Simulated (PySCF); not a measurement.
**IrH₃⁺: relaxation and vibrations of the quartet**

Where does quartet IrH₃⁺ go from a T-shaped start, is the end point a minimum, and what are its modes, charges and moments?

Computed with PySCF 2.14.0. Level: PBE0, basis Ir def2-TZVP with ECP60, H def2-TZVP, scalar-relativistic core potentials, no spin–orbit coupling, density fitting.

## (1) The system as given

4 atoms, charge 1, spin multiplicity 4.

Bond lengths: Ir1–H2 1.509 Å, Ir1–H3 1.509 Å, Ir1–H4 1.509 Å. Angles: H2–Ir1–H3 88.0°, H2–Ir1–H4 88.0°, H3–Ir1–H4 176.0°.

Z-matrix (Å, degrees; charge 1 multiplicity 4):
```
Ir
H  1 1.5092
H  1 1.5092 2 88.00
H  1 1.5092 2 88.00 3 180.00
```

## (2) T-shaped start, quartet: relaxation

One driver script runs all steps and calls PySCF; scf.py shows how it sets up the SCF of each step. The optimiser is the driver's own. Before each start the driver seeks the lowest SCF state from one or more starting densities and follows internal instabilities, so scf.py alone need not reach the same state.

The program finds C2v symmetry in the start, which this walk keeps. The walk stops when the largest gradient is under 0.0003 Eh/bohr and the energy has settled too.

The input, scf.py:

```python
from pyscf import gto, scf, dft
mol = gto.M(atom='''
Ir     0.000000     0.000000    -0.008303
H      0.000000     0.000000     1.500897
H      1.508300    -0.000000     0.044397
H     -1.508300     0.000000     0.044397''',
    basis={'Ir': 'def2-TZVP', 'H': 'def2-TZVP'},
    ecp={'Ir': 'def2-TZVP'},
    charge=1, spin=3)
mf = dft.UKS(mol, xc='PBE0')
mf.grids.atom_grid = (50, 194)
aux = {'Ir': 'def2-universal-JKFIT', 'H': 'def2-universal-JKFIT'}
mf = mf.density_fit(auxbasis=aux)
mf.kernel()
```

After this run come: Is it a minimum? Harmonic modes; Leaving the saddle point; Is it a minimum? Harmonic modes; Leaving the saddle point; Vibrations and properties at this point.

What does the calculation give? Wanted: minimum; geometry; wavenumbers; dipole moment; highest occupied, lowest empty level; polar-tensor charge of Ir1; zero-point energy; ⟨S²⟩.

As calculated:

| quantity | value |
| --- | --- |
| minimum | quartet, Cs |
| geometry | H–H 0.806 Å, Ir–H 1.591 Å, Ir–H 1.927 Å (×2); H–H–Ir 77.9° (×2), H–Ir–H 24.1°, H–Ir–H 140.8° (×2) |
| wavenumbers (cm⁻¹) | 431 (a'), 499 (a''), 658 (a'), 1199 (a''), 2213 (a'), 3575 (a') |
| dipole moment (centre of mass) | 2.10 D |
| highest occupied, lowest empty level (either spin) | -14.77, -10.94 eV |
| polar-tensor charge of Ir1 | +0.83 e |
| zero-point energy | 51.3 kJ/mol |
| entropy at 298.15 K | 261.7 J/(mol K) |
| ⟨S²⟩ | 3.754 |

In words: From C2v at the start the molecule goes to a Cs minimum, after a stop at a saddle point 8.9 kJ/mol higher, from which it was pushed off along an imaginary mode. In the infrared the band at 1199 cm⁻¹ (a'') leads. Most of the spin sits on Ir1 (Mulliken spin 2.82, against 3 for the whole molecule). Other starts or spin states, not run here, may lie lower. Open d and f shells are described by one determinant, and the ground state may have another occupation or spin. With an element this heavy the missing spin–orbit coupling can shift these numbers.
